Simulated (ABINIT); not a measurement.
A run of ABINIT 10.8.3 (patched build) is set up as follows.

File run.abi:

```
# Datasets: ground state, then fixed potential
ndtset 2

# Pseudopotentials
pp_dirpath "./"
pseudos "Ta.GGA_PBE-JTH.xml, V.GGA_PBE-JTH.xml, N.GGA_PBE-JTH.xml"

# Structure
acell 3.049867 3.049867 4.296062 Angstrom
rprim
     1.0000000000     0.0000000000     0.0000000000
     0.0000000000     1.0000000000     0.0000000000
     0.0000000000     0.0000000000     1.0000000000
ntypat 3
znucl 73 23 7
natom 4
typat 1 2 3 3
xred
     0.0000000000     0.0000000000     0.0000000000
     0.5000000000     0.5000000000     0.5000000000
     0.5000000000     0.5000000000     0.0000000000
     0.0000000000     0.0000000000     0.5000000000

# Plane-wave basis
ecut 31.0
pawecutdg 53.0

# Exchange and correlation
ixc -497498
usekden 1
pawxcdev 0

# Bands and occupations
occopt 3
tsmear 0.05 eV

# Spin
nsppol 2
spinat
     0.0000000000     0.0000000000     0.0000000000
     0.0000000000     0.0000000000     2.0000000000
     0.0000000000     0.0000000000     0.0000000000
     0.0000000000     0.0000000000     0.0000000000

# SCF cycle
nstep 100

# Output
iomode 3
prtwf 0
prteig 0
prtebands 0
enunit 1
prtden1 1
prtkden1 1

# Dataset 1
kptopt1 1
ngkpt1 4 4 3
nshiftk1 1
shiftk1 0.0 0.0 0.0
nband1 23
tolvrs1 1.0e-7

# Dataset 2: bands along G-X-M-G-Z-R-A-Z
iscf2 -2
getden2 1
getkden2 1
nband2 29
nbdbuf2 4
tolwfr2 1.0e-11
kptopt2 -7
ndivsm2 8
prteig2 1
kptbounds2
     0.0000000000     0.0000000000     0.0000000000
     0.0000000000     0.5000000000     0.0000000000
     0.5000000000     0.5000000000     0.0000000000
     0.0000000000     0.0000000000     0.0000000000
     0.0000000000     0.0000000000     0.5000000000
     0.0000000000     0.5000000000     0.5000000000
     0.5000000000     0.5000000000     0.5000000000
     0.0000000000     0.0000000000     0.5000000000
```

Potentials or basis: JTH PAW PBE v2.0.

Command:

```sh
$ mpirun --bind-to none -np 4 abinit run.abi > log 2>&1
```

(1) What does it give for the net moment?

(2) Estimate the pressure.

(3) Predict the site moments.

Results:

(1) 1.96 μB per cell.

(2) 3.6 GPa.

(3) Ta -0.08; V +1.75; N +0.03, +0.04 μB.

Caveat: the k mesh is coarse (spacing up to 0.52 Å⁻¹), so the values aren't converged; the PAW data sets were made with another functional, which shifts forces and pressure a little; spin-orbit coupling is left out, which moves the levels of the heavy elements.
